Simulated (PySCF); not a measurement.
# C4H8Si: the cost of one run

Programs: PySCF 2.14.0, with density-fitted response routines of our own. Each step states its level of theory. These are calculated values for one molecule in the gas phase, unless marked as measured. Atoms count from 0, in the outputs and in this text.

**1. Starting geometry**

13 atoms, charge 0, multiplicity 1; geometry from: GFN2-xTB.

Bonds of the start (Å): C0–C1 1.33, C1–C2 1.46, C2–C3 1.54, C3–Si4 1.87, Si4–C2 1.91, C0–H5 1.08, C0–H6 1.08, C1–H7 1.08, C2–H8 1.08, C3–H9 1.08, C3–H10 1.08, Si4–H11 1.45, Si4–H12 1.45.

**2. TDDFT and polarisability: CAM-B3LYP/def2-SVPD**

The job: settings as JSON, then the geometry in Å.

```
{"job": {"kind": "uv", "xc": "CAM-B3LYP", "basis": "def2-SVPD", "nstates": 8, "ntriplets": 3}, "charge": 0, "multiplicity": 1}
C      1.840301     0.083697    -0.632124
C      1.214572     0.280029     0.521668
C     -0.231663     0.327265     0.731038
C     -1.182029     0.647783    -0.432799
Si    -1.337241    -1.123474     0.157345
H      2.914331     0.053370    -0.691607
H      1.311301    -0.047219    -1.560943
H      1.806007     0.394655     1.423021
H     -0.503765     0.798098     1.669147
H     -1.958031     1.364945    -0.201288
H     -0.705479     0.876445    -1.375171
H     -0.692831    -2.174729    -0.605739
H     -2.479860    -1.480377     0.979725
```

With the program's defaults for keys left out, this is: TDDFT CAM-B3LYP/def2-SVPD, vertical, gas phase, core orbitals frozen in the response.

The run is started by

```sh
> OMP_NUM_THREADS=1 python probes_run.py task.json out
```

One launch serves the whole session: the jobs run in the order shown.

**Question.** How long does this first job take on 1 thread of Intel Xeon Platinum 8488C, shared host, and how much memory does it need?

About 29 s, with a peak of 0.74 GiB.
